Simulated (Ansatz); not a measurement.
# MgS: the cost of one run

Computed with Ansatz 0.2.0 (plane waves, PAW, unless a step's input says otherwise).

2 further runs of the same task are left out: 2 that didn't finish.

## Step 1: Starting point

It takes space group Fm-3m (No. 225, cubic). Conventional cell: a = 5.203 Å, b = 5.203 Å, c = 5.203 Å, α = 90.00°, β = 90.00°, γ = 90.00°. Around Mg (site symmetry m-3m) lie 6 S at 2.60 Å. S (site symmetry m-3m) has 6 Mg at 2.60 Å as nearest neighbours.

As a file:

```
Mg S
1.0
     0.00000    2.60152    2.60152
     2.60152    0.00000    2.60152
     2.60152    2.60152    0.00000
Mg S
1 1
Direct
  0.00000 0.00000 0.00000
  0.50000 0.50000 0.50000
```

The cell was relaxed beforehand with r2SCAN; those runs aren't shown.

## Step 2: PBE, anion s p, 6×6×6

Input file input.yaml:

```yaml
crystal:
  lattice:
    - [0.0, 2.601517937, 2.601517937]
    - [2.601517937, 0.0, 2.601517937]
    - [2.601517937, 2.601517937, 0.0]
  atoms:
    - { symbol: Mg, position: [0.0, 0.0, 0.0] }
    - { symbol: S, position: [0.5, 0.5, 0.5] }
kpoints:
  mp_grid: { grid: [6, 6, 6] }
  band_path:
    path:
      - [[0.0, 0.0, 0.0], [0.5, 6.013027798006e-35, 0.5], [0.625, 0.25, 0.625]]
      - [[0.375, 0.375, 0.75], [0.0, 0.0, 0.0], [0.5, 0.5, 0.5], [0.5, 0.25, 0.75], [0.5, 6.013027798006e-35, 0.5]]
    npoints: 10
hamiltonian:
  xc: pbe
scf:
  occupations: { method: fixed }
  n_extra_bands: 6
output:
  forces: false
  stress: false
  eigenvalues: true
  wannier:
    kmesh: [6, 6, 6]
    projections: [{ species: S, l: s, shell: 3 }, { species: S, l: p, shell: 3 }]
    minimise: true
    write_hr: true
    conv_tol: 1.0e-08
    max_iter: 3000
```

Run with:

```
$ ansatz run input.yaml --threads 4 --pin off --max-ram 3686MiB --backend cpu --events-out ev --progress --plain --runs-dir out
```

**Question.** How long does this run take on 4 threads of Arm Neoverse V2, shared host, and how much memory does it need?

About 1.3 s, with a peak of 0.27 GiB.
